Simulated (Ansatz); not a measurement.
I need a rigid torsion scan of CH₅ClO₂Si, SMILES O[SiH](O)CCl. Use Ansatz 0.2.0, Python API. Use (for the species named): PBE0, def2-SVP basis, multiplicity 1.

```xyz
10

O     1.0403   -0.4621    1.3975
Si    0.5576    0.0354   -0.1539
O     1.1574   -1.1165   -1.1767
C    -1.1887    0.3022   -0.3650
Cl   -1.8428    1.4190    0.8666
H     0.7440    0.2277    2.0825
H     1.3006    1.3047   -0.4301
H     1.6329   -1.8512   -0.7047
H    -1.8132   -0.6260   -0.1970
H    -1.5049    0.7156   -1.3161
```

`ch5clo2si_torsion.py`
```python
"""Rigid torsion scan of CH5ClO2Si."""

import ansatz as az
from ase import Atoms

BASIS = "def2-SVP"
FUNCTIONAL = "pbe0"
FMAX = 0.02
LEVEL = "MP2"

atoms = Atoms(["O", "Si", "O", "C", "Cl", "H", "H", "H", "H", "H"], positions=[
    (1.0403, -0.4621, 1.3975),
    (0.5576, 0.0354, -0.1539),
    (1.1574, -1.1165, -1.1767),
    (-1.1887, 0.3022, -0.365),
    (-1.8428, 1.419, 0.8666),
    (0.744, 0.2277, 2.0825),
    (1.3006, 1.3047, -0.4301),
    (1.6329, -1.8512, -0.7047),
    (-1.8132, -0.626, -0.197),
    (-1.5049, 0.7156, -1.3161),
])

# start the scan from a relaxed geometry
first = az.Crystal.molecule_from_ase(atoms).calculation()
first = first.basis(gaussian=BASIS).functional(FUNCTIONAL)
first = first.relax(force_tolerance=FMAX, max_steps=80)
atoms.positions = first.run(threads=1).report["positions_ang"]

start = atoms.get_dihedral(0, 1, 2, 7)
energies = {}
for turn in range(0, 360, 40):
    turned = atoms.copy()
    turned.set_dihedral(0, 1, 2, 7, start + turn, indices=[2, 7])
    job = (
        az.Crystal.molecule_from_ase(turned).calculation()
        .basis(gaussian=BASIS)
        .correlation(LEVEL)
    )
    energies[round((start + turn) % 360)] = job.run(threads=1).report["free_energy_ev"]
floor = min(energies.values())
print("dihedral O0-Si1-O2-H7 (deg)   E - E(min) (kcal/mol)")
for angle, e in sorted(energies.items()):
    print(f"{angle:8d} {23.060548 * (e - floor):14.3f}  " + "#" * int(30 * (e - floor) / max(max(energies.values()) - floor, 1e-9)))
```

```console
$ python ch5clo2si_torsion.py
dihedral O0-Si1-O2-H7 (deg)   E - E(min) (kcal/mol)
      25          0.224  ##
      65          0.983  #########
     105          2.397  #######################
     145          3.001  ##############################
     185          2.245  ######################
     225          1.159  ###########
     265          0.303  ###
     305          0.000
     345          0.070
```

Caveats:
- The scan is rigid and the energies are electronic, in a modest basis. With rigid groups the curve can differ much from the relaxed path, the start wasn't checked as a minimum of this torsion, and equivalent turns needn't return to the same energy.
- The start is relaxed with a density functional and scanned with the wavefunction method, so it isn't exactly that method's minimum.
- Run time: 75 s on 1 thread of Arm Neoverse V2, on a shared host, peak memory 0.3 GiB.
